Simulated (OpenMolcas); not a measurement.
# CuF (fluorocopper): an attempt with OpenMolcas

Wanted: the vertical excitations of CuF (fluorocopper).

The results are computed with OpenMolcas 26.06.

### 1 The molecule

CuF: 2 atoms, total charge 0, spin state singlet. SMILES: `[F][Cu]`. The shape is that of a PBE0-D4/def2-TZVP optimisation.

Bond lengths: F1–Cu2 1.765 Å.

### 2 The input as written

File step18.input:

```
&GATEWAY
  Coord
  2
  angstrom
  F        0.751010      -0.268940       0.377080
  Cu      -0.751010       0.268940      -0.377080
  Basis=ANO-RCC-VDZP
  Group=NoSym

&SEWARD

&RASSCF
  FileOrb=$CurrDir/step2.RasOrb
  Spin=1
  Nactel=3 0 0
  Inactive=18
  Ras2=2
  CIRoot=3 3 1
  OrbListing=Nothing
  OrbAppear=Compact

&CASPT2
  Multistate=all
```

Started as:

```sh
$ export MOLCAS_MEM=1860
$ pymolcas step18.input > step18.log
```

The log of the run:

```text
--- Start Module: gateway ---

                                              &GATEWAY

                       available to each process: 1.9 GB of memory, 1 thread

++    Symmetry information:
      ---------------------

                    Character Table for C1

                             E
                    a        1  x, y, xy, Rz, z, xz, Ry, yz, Rx, I
--

++    Basis set information:
      ----------------------

      Basis set label: F.ANO-RCC...3S2P1D.

      Electronic valence basis set:
      ------------------
      Associated Effective Charge   9.000000 au
      Associated Actual Charge      9.000000 au
      Nuclear Model: Point charge

      Shell  nPrim  nBasis  Cartesian Spherical Contaminant
         s      14       3        X
         p       9       2        X
         d       4       1                 X

      Basis set label: CU.ANO-RCC...5S4P2D1F.

      Electronic valence basis set:
      ------------------
      Associated Effective Charge  29.000000 au
      Associated Actual Charge     29.000000 au
      Nuclear Model: Point charge

      Shell  nPrim  nBasis  Cartesian Spherical Contaminant
         s      21       5        X
         p      15       4        X
         d      10       2                 X
         f       6       1                 X
--

++    Molecular structure info:
      -------------------------

                    ************************************************
                    **** Cartesian Coordinates / bohr, angstrom ****
                    ************************************************

     Center  Label                x              y              z                     x              y              z
        1      F1               1.419203      -0.508223       0.712578              0.751010      -0.268940       0.377080
        2      CU2             -1.419203       0.508223      -0.712578             -0.751010       0.268940      -0.377080
--

            Nuclear Potential Energy             78.26594492 au

--- Stop Module: gateway /rc=_RC_ALL_IS_WELL_ ---

--- Start Module: seward ---

                                              &SEWARD

                       available to each process: 1.9 GB of memory, 1 thread

               SEWARD will generate:
                  Multipole Moment integrals up to order  2
                  Kinetic Energy integrals
                  Nuclear Attraction integrals (point charge)
                  One-Electron Hamiltonian integrals
                  Velocity integrals
                  Relativistic Douglas-Kroll-Hess integrals:
                    - Parametrization         : EXP
                    - DKH order of Hamiltonian: 2
                    - DKH order of Properties : 0
                         - multipole moment operators
                         - electric potential operators
                         - contact operators
                  Orbital angular momentum around ( -0.7610   0.2725  -0.3821 )
                  Velocity quadrupole around ( -0.7610   0.2725  -0.3821 )
                  Atomic mean-field integrals
                  Two-Electron Repulsion integrals

                   Integrals are discarded if absolute value <: 1.00E-14
                   Integral cutoff threshold is set to       <: 1.00E-16

            Nuclear Potential Energy             78.26594492 au

      Basis set specifications :
      Symmetry species         a
      Basis functions           48

--- Stop Module: seward /rc=_RC_ALL_IS_WELL_ ---
--- Module seward spent 4 seconds ---

--- Start Module: rasscf ---

                                              &RASSCF

                       available to each process: 1.9 GB of memory, 1 thread

 ******************** ERROR *********************
 ###############################################################################
 ###    ERROR: No such wave function.                                        ###
 ###############################################################################
 The following combined specifications are wrong.
 Nr of active electrons NACTEL=   3
 Nr of active orbitals     NAC=   2
 Spin degeneracy         ISPIN=   1
 There can be no such wave function.
 ************************************************
--- Stop Module: rasscf /rc=_RC_INPUT_ERROR_ ---

.####################.
.# User input error #.
.####################.

    Timing: Wall=4.82 User=3.96 System=0.73
```

Wall time 5.4 s (1 thread of AMD EPYC 7R43 (Zen 3), shared host); peak memory 0.38 GiB.

### 3 What went wrong

The job stopped with an error part of the way.

The telling line is `ERROR: No such wave function.`. The fault: wrong electron count.
